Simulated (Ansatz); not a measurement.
# C2H6Cl2Si: up Jacob's ladder to CCSD(T)

The task here is to estimate one member of a computed series from the others.

Method: functionals in def2-TZVPP, the program's frozen cores in correlated methods; program: Ansatz 0.2.0, Gaussian basis.

The runs, in order: PBE-D4, r2SCAN-D4, PBE0-D4, B3LYP-D4, ωB97X-V, ωB97M-V, B2PLYP; CCSD(T)/def2-TZVPP; MP2/def2-QZVPP; extrapolation to the limit.

### Structure used throughout

The geometry comes from an earlier relaxation with PBE0-D4 in a triple-zeta def2 set; it is a stationary point, not always the lowest conformer.

SMILES `[SiH3]CC(Cl)Cl`, 11 atoms, charge 0, spin multiplicity 1.

Atoms are counted from 1 here; the program's logs count them from 0.

Bond lengths: Si1–C2 1.892 Å, Si1–H6 1.482 Å, Si1–H7 1.487 Å, Si1–H8 1.486 Å, C2–C3 1.505 Å, C2–H9 1.093 Å, C2–H10 1.095 Å, C3–Cl4 1.782 Å, C3–Cl5 1.780 Å, C3–H11 1.088 Å. Angles: C2–Si1–H6 111.9°, C2–Si1–H7 109.2°, C2–Si1–H8 107.9°, H6–Si1–H7 109.6°, H6–Si1–H8 109.2°, H7–Si1–H8 109.0°, Si1–C2–C3 114.2°, Si1–C2–H9 109.5°, Si1–C2–H10 108.3°, C3–C2–H9 109.6°, C3–C2–H10 108.0°, H9–C2–H10 107.1°, C2–C3–Cl4 111.6°, C2–C3–Cl5 111.3°, C2–C3–H11 112.3°, Cl4–C3–Cl5 109.9°, Cl4–C3–H11 105.7°, Cl5–C3–H11 105.8°.

The first run:

in.yaml reads:

```yaml
crystal:
  periodic: [false, false, false]
  atoms:
    - {symbol: Si, position_ang: [-0.762559, -0.168158, 1.323738]}
    - {symbol: C, position_ang: [0.613355, -0.337731, 0.036228]}
    - {symbol: C, position_ang: [0.291411, 0.285890, -1.294589]}
    - {symbol: Cl, position_ang: [1.608629, 0.038885, -2.469434]}
    - {symbol: Cl, position_ang: [-0.051090, 2.024268, -1.126837]}
    - {symbol: H, position_ang: [-0.785381, 1.182287, 1.933634]}
    - {symbol: H, position_ang: [-2.073836, -0.446850, 0.679538]}
    - {symbol: H, position_ang: [-0.520035, -1.179596, 2.385685]}
    - {symbol: H, position_ang: [1.536463, 0.096096, 0.430083]}
    - {symbol: H, position_ang: [0.803355, -1.403473, -0.126214]}
    - {symbol: H, position_ang: [-0.594910, -0.148717, -1.751133]}
basis:
  gaussian: {orbitals: def2-TZVPP}
hamiltonian: {xc: pbe, dispersion: d4}
output: {forces: true, orbitals: {seedname: orbitals}}
```

On the command line:

```console
> ansatz run in.yaml --threads 4 --pin off --events-out ev --progress --plain --max-ram 10444MiB
```

Steps of the session up to this table: PBE-D4 (GGA); r2SCAN-D4 (meta-GGA); PBE0-D4 (hybrid); B3LYP-D4 (hybrid); ωB97X-V (range-separated); ωB97M-V (range-separated); B2PLYP (double hybrid); CCSD(T) in def2-TZVPP; MP2 in def2-QZVPP.

One table of the session follows, with a row left open; its other results are not shown here.

It belongs to the step «Atomisation energies». 

| method | atomisation energy (kcal/mol) |
| --- | --- |
| PBE-D4 | 890.6 |
| r2SCAN-D4 | ? |
| PBE0-D4 | 880.5 |
| B3LYP-D4 | 873.4 |
| ωB97X-V | 881.7 |
| ωB97M-V | 881.2 |
| B2PLYP | 863.6 |
| HF/def2-TZVPP | 646.7 |
| MP2/def2-TZVPP | 866.8 |
| CCSD/def2-TZVPP | 841.4 |
| CCSD(T)/def2-TZVPP | 854.8 |
| MP2/CBS | 890.1 |
| CCSD(T)/CBS | 878.2 |

Q: Estimate the row for r2SCAN-D4 from the others.

**Answer.** atomisation energy (kcal/mol): 880.4. In the column «atomisation energy (kcal/mol)» it lies between CCSD(T)/CBS (878.2) and PBE0-D4 (880.5).
